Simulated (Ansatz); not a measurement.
# CH4AlClO: short molecular-dynamics run from a Python script

How does CH4AlClO move over a short run? Wanted for CH4AlClO: a short molecular-dynamics run.

Program: Ansatz 0.2.0 through its Python package. Level of theory: BLYP/6-31G. These are calculated values, not measurements.

## 1. The system

Bond lengths: C1–O2 1.396 Å, O2–Al3 1.847 Å, Al3–Cl4 2.117 Å, C1–H5 1.155 Å, C1–H6 1.139 Å, C1–H7 1.083 Å, Al3–H8 1.651 Å. Angles: C1–O2–Al3 108.3°, O2–C1–H5 105.6°, O2–C1–H6 110.5°, O2–C1–H7 115.7°, H5–C1–H6 102.4°, H5–C1–H7 107.8°, H6–C1–H7 113.6°, O2–Al3–Cl4 122.0°, O2–Al3–H8 117.5°, Cl4–Al3–H8 120.4°.

No structure file is read: the coordinates are typed or built in the script.

## 2. The code

md.py reads:

```python
"""A short Born-Oppenheimer trajectory of CH4AlClO."""

import ansatz as az
import numpy as np


def main() -> None:
    geometry_ang = [
        ("C", (0.1844, 1.1569, 0.1785)),
        ("O", (-0.0198, 0.3724, -0.9586)),
        ("Al", (-0.084, -1.3987, -0.437)),
        ("Cl", (-1.8972, -2.3389, 0.1184)),
        ("H", (0.1565, 2.2507, -0.1901)),
        ("H", (-0.7222, 1.1078, 0.866)),
        ("H", (1.1261, 1.0044, 0.6913)),
        ("H", (1.3483, -2.2116, -0.3242)),
    ]
    molecule = az.Crystal.molecule()
    for symbol, xyz in geometry_ang:
        molecule = molecule.atom(symbol, xyz)

    setup = (
        molecule.calculation()
        .basis(gaussian="6-31G")
        .functional("blyp")
        .md("nvt_nose_hoover", timestep=0.5, steps=20, temperature=500, initial_velocities="maxwell_boltzmann", seed=60, thermostat_time=50)
    )
    frames = []
    setup.session().plan().execute(on_event=lambda e: frames.append(e["data"]) if e["event"] == "md_step" else None)
    print("t (fs)   E_pot (eV)      E_kin (eV)   T (K)   d(0-1) (A)")
    for f in frames[::2]:
        xyz = np.array(f["positions_ang"])
        print(f"{f['time_fs']:6.2f} {f['lagrangian_ev']:14.5f} {f['e_kin_ev']:10.5f} {f['temperature_k']:8.1f} {np.linalg.norm(xyz[0] - xyz[1]):9.4f}")
    kept = np.array([f["conserved_ev"] for f in frames])
    print(f"conserved energy moves by at most {1000 * np.ptp(kept):.3f} meV")
    symbols = [site.symbol for site in molecule.cartesian_sites]
    with open("last_frame.xyz", "w") as handle:
        handle.write(f"{len(symbols)}\nt = {frames[-1]['time_fs']} fs\n")
        handle.writelines("{:2s} {:10.5f} {:10.5f} {:10.5f}\n".format(s, *xyz) for s, xyz in zip(symbols, frames[-1]["positions_ang"]))


if __name__ == "__main__":
    main()
```

## 3. Launch

The run is started by

```
$ python md.py
```

**Question.** What results will this script give? Wanted: total energy; dipole moment; mean temperature, second half; farthest move; largest change of the conserved energy.

As calculated:

| quantity | value |
| --- | --- |
| total energy | -22266.9154 eV |
| dipole moment | 2.21 D |
| length of the run | 20 steps, 10 fs |
| mean temperature, second half | 697 K |
| farthest move | 0.35 Å |
| largest change of the conserved energy | 0.19 meV/atom |

In words: The temperature swings between 500 and 770 K, with a mean of 697 K in the second half; 8 atoms fluctuate widely. The conserved energy stays within 0.19 meV/atom, so the time step holds. A run of 10 fs is far too short for averages. The trajectory is only some femtoseconds long, and gives no averages; where the script doesn't relax first, it starts from a rough generated geometry. The temperature counts the internal degrees of freedom alone.
